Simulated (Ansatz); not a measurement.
**Ag started on a K site in perovskite KMgF3, 40 atoms, charge −1**

Wanted: geometry, frontier levels and spin of the defect cell, compared across PBEsol, HSE06 and r²SCAN.

Method: density functional theory in Ansatz 0.2.0, PAW datasets, plane waves.

## (1) Starting point

40 atoms (7 K, 1 Ag, 8 Mg, 24 F); a = 7.983 Å, b = 7.983 Å, c = 7.983 Å, α = 90.00°, β = 90.00°, γ = 90.00°. All atoms were shaken off their sites by about 0.02 Å along each axis. Defect site 1: (0.500, 0.500, 0.500). Starting moments add up to 1 μB.

Plan of the steps: (2) PBEsol relaxation at the single k point (¼, ¼, ¼), on 1 × NVIDIA H100 80GB HBM3 with 2 threads of AMD EPYC 7R13; (3) HSE06 single point at the single k point (¼, ¼, ¼), on 1 × NVIDIA H100 80GB HBM3 with 2 threads of AMD EPYC 7R13; (4) r²SCAN single point at the single k point (¼, ¼, ¼), on 2 threads of AMD EPYC 7R13.

## (2) Relaxing the atoms with PBEsol

Input file in.yaml:

```yaml
crystal:
  lattice:
    - [7.982544, 0.000000, 0.000000]
    - [0.000000, 7.982544, 0.000000]
    - [0.000000, 0.000000, 7.982544]
  atoms:
    - { symbol: K, position: [0.998694, 0.000789, 0.002290] }
    - { symbol: K, position: [0.000819, 0.998234, 0.499799] }
    - { symbol: K, position: [0.997463, 0.503374, 0.000013] }
    - { symbol: K, position: [0.995065, 0.500252, 0.501998] }
    - { symbol: K, position: [0.500421, 0.001059, 0.003731] }
    - { symbol: K, position: [0.502267, 0.002288, 0.500306] }
    - { symbol: K, position: [0.500477, 0.503124, 0.001837] }
    - { symbol: Ag, position: [0.499300, 0.499298, 0.501483], spin: 1 }
    - { symbol: Mg, position: [0.248421, 0.249898, 0.252796] }
    - { symbol: Mg, position: [0.246283, 0.252890, 0.750160] }
    - { symbol: Mg, position: [0.250857, 0.752863, 0.248420] }
    - { symbol: Mg, position: [0.252088, 0.748203, 0.752098] }
    - { symbol: Mg, position: [0.750341, 0.243404, 0.251222] }
    - { symbol: Mg, position: [0.750406, 0.248817, 0.751086] }
    - { symbol: Mg, position: [0.747097, 0.749881, 0.246097] }
    - { symbol: Mg, position: [0.744476, 0.751514, 0.745018] }
    - { symbol: F, position: [0.246841, 0.245671, 0.002390] }
    - { symbol: F, position: [0.251567, 0.251159, 0.499582] }
    - { symbol: F, position: [0.253134, 0.748196, 0.003677] }
    - { symbol: F, position: [0.249371, 0.749110, 0.500819] }
    - { symbol: F, position: [0.746638, 0.253855, 0.001894] }
    - { symbol: F, position: [0.748730, 0.250484, 0.499197] }
    - { symbol: F, position: [0.750778, 0.748782, 0.000486] }
    - { symbol: F, position: [0.751576, 0.749180, 0.505110] }
    - { symbol: F, position: [0.996583, 0.250219, 0.248941] }
    - { symbol: F, position: [0.997275, 0.247596, 0.748307] }
    - { symbol: F, position: [0.999265, 0.751721, 0.256660] }
    - { symbol: F, position: [0.001958, 0.749120, 0.749207] }
    - { symbol: F, position: [0.501238, 0.249261, 0.252744] }
    - { symbol: F, position: [0.505417, 0.247231, 0.749637] }
    - { symbol: F, position: [0.500317, 0.751058, 0.256598] }
    - { symbol: F, position: [0.495880, 0.747801, 0.750908] }
    - { symbol: F, position: [0.248218, 0.000822, 0.248791] }
    - { symbol: F, position: [0.247810, 0.998775, 0.746820] }
    - { symbol: F, position: [0.247827, 0.497312, 0.250295] }
    - { symbol: F, position: [0.252115, 0.499988, 0.750263] }
    - { symbol: F, position: [0.755364, 0.000788, 0.251057] }
    - { symbol: F, position: [0.748398, 0.996124, 0.748676] }
    - { symbol: F, position: [0.753485, 0.494239, 0.248449] }
    - { symbol: F, position: [0.748731, 0.498674, 0.751633] }
  symmetry: { detect: false }
kpoints:
  mp_grid: { grid: [1, 1, 1], shift: [0.25, 0.25, 0.25] }
hamiltonian:
  xc: pbesol
total_charge: -1
magnetization:
  spin_polarized: true
scf:
  occupations: { method: fermi_dirac, width: 0.01 }
relax:
  f_tol: 0.03
  max_steps: 80
  escape_saddle: false
  adjacent_minimum: "off"
output:
  forces: true
  eigenvalues: true
  populations: true
  charged_corrections: { epsilon: 7 }
  write_density: true
  write_potential: true
  elf: true
  volumetric_format: npy
```

Command:

```sh
$ ansatz run in.yaml --threads 2 --pin off --max-ram 30400MiB --runs-dir r --events-out ev --progress --plain --backend cuda --devices 0, --max-vram 18GiB
```

Further steps of the session: HSE06 on the final geometry; r²SCAN single point.

Q: Predict the outcome of this session. Wanted: for each run, top filled to lowest empty; moment.

As calculated:

| level | time | top filled to lowest empty (eV) | moment (μB) |
| --- | --- | --- | --- |
| PBEsol, relaxation | 23 s (GPU) | 0.55 | 1.00 |
| HSE06 | 60 s (GPU) | 1.54 | 1.00 |
| r²SCAN | 84 s (2 CPU threads) | 0.85 | 1.00 |

```
            quantity                             value
          relaxation  4 recorded steps, 0.81 eV gained
       largest shift                      0.15 Å (F31)
largest local moment                    +0.75 μB on Ag
```

**Reading.** The relaxation lowers the energy by 0.81 eV; the largest shift is 0.15 Å (F31). At the same k points, PBEsol gives a spacing 0.99 eV smaller and r²SCAN gives a spacing 0.68 eV smaller than the 1.54 eV of HSE06. In a defect cell this spacing can involve defect levels, so it need not be the gap.
